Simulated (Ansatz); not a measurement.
**TiOs: further runs on the relaxed cell**

One table from this session's results is given with a row withheld; the runs are named, their logs left out.

Computed with Ansatz 0.2.0 (DFT r2SCAN, scalar-relativistic, plane waves, PAW, unless a step's input says otherwise).

1 further run of the same task is left out (set aside as unsound or not needed).

**The system as given**

Symmetry: Pm-3m, No. 221, cubic system. Conventional cell: a = 3.081 Å, b = 3.081 Å, c = 3.081 Å, α = 90.00°, β = 90.00°, γ = 90.00°. Ti (site symmetry m-3m) has 8 Os at 2.67 Å as nearest neighbours. Os (site symmetry m-3m) is surrounded by 8 Ti at 2.67 Å.

Structure file:

```cif
data_structure
_symmetry_space_group_name_H-M 'P 1'
_symmetry_Int_Tables_number 1
_cell_length_a 3.0809
_cell_length_b 3.0809
_cell_length_c 3.0809
_cell_angle_alpha 90.000
_cell_angle_beta 90.000
_cell_angle_gamma 90.000
_cell_volume 29.24
loop_
_atom_site_label
_atom_site_type_symbol
_atom_site_fract_x
_atom_site_fract_y
_atom_site_fract_z
_atom_site_occupancy
Ti1 Ti 0.50000 0.50000 0.50000 1
Os1 Os 0.00000 0.00000 0.00000 1
```

It is the result of an earlier relaxation at this level (volume 14.62 Å³/atom; gap on the mesh: none (metal)).

The first run:

Input file input.yaml:

```yaml
crystal:
  lattice:
    - [3.0809222874, 0.0, 0.0]
    - [0.0, 3.0809222874, 0.0]
    - [0.0, 0.0, 3.0809222874]
  atoms:
    - { symbol: Ti, position: [0.5, 0.5, 0.5] }
    - { symbol: Os, position: [0.0, 0.0, 0.0] }
basis:
  ecutwfc: 500
kpoints:
  mp_grid: { grid: [14, 14, 14] }
  band_path:
    path:
      - [[0.0, 0.0, 0.0], [0.0, 0.5, 0.0], [0.5, 0.5, 0.0], [0.0, 0.0, 0.0], [0.5, 0.5, 0.5], [0.0, 0.5, 0.0]]
      - [[0.5, 0.5, 0.5], [0.5, 0.5, 0.0]]
    npoints: 14
hamiltonian:
  xc: r2scan
scf:
  occupations: { method: gaussian, width: 0.1 }
  n_extra_bands: 6
output:
  forces: true
  stress: true
  eigenvalues: true
  populations: true
  dos: { projected: true, de: 0.02, nscf_kmesh: { grid: [21, 21, 21] } }
  bader: true
  write_density: true
  write_potential: true
  elf: true
  volumetric_format: npy
```

Launch:

```bash
$ ansatz run input.yaml --threads 1 --pin off --max-ram 2560MiB --backend cpu --events-out ev --progress --plain --runs-dir out
```

Steps of the session up to this table: Bands, states and charges; The cell scaled to 0.97 of its volume; Point at V/V0 = 1.03; The cell scaled to 0.94 of its volume; Volume × 1.06.

One table of the session follows, with a row left open; its other results are not shown here.

It belongs to the step «Fit of the equation of state». 

| volume (Å³/atom) | energy above the lowest point (meV/atom) | pressure (GPa) |
| --- | --- | --- |
| 13.745 | 48.3 | 18.56 |
| 14.184 | 11.4 | 8.55 |
| 14.622 | 0.0 | 0.00 |
| 15.061 | ? | ? |
| 15.500 | 38.9 | -13.52 |

**Question.** Estimate the row for volume (Å³/atom) = 15.061.

Worked estimate for «energy above the lowest point (meV/atom)». A straight line through the neighbours (14.622, 0.0) and (15.500, 38.9) gives 0.0 + (38.9 − 0.0) × (15.061 − 14.622) / (15.500 − 14.622) = 19.4; a parabola fitted to 3 rows on both sides gives 9.2.

**Answer.** energy above the lowest point (meV/atom): 10.2; pressure (GPa): -7.29. In «energy above the lowest point (meV/atom)» the line misses by +9.2 and the parabola by -1.0.

To keep in mind: The projections leave out shells that the potentials don't hold, such as empty d states.
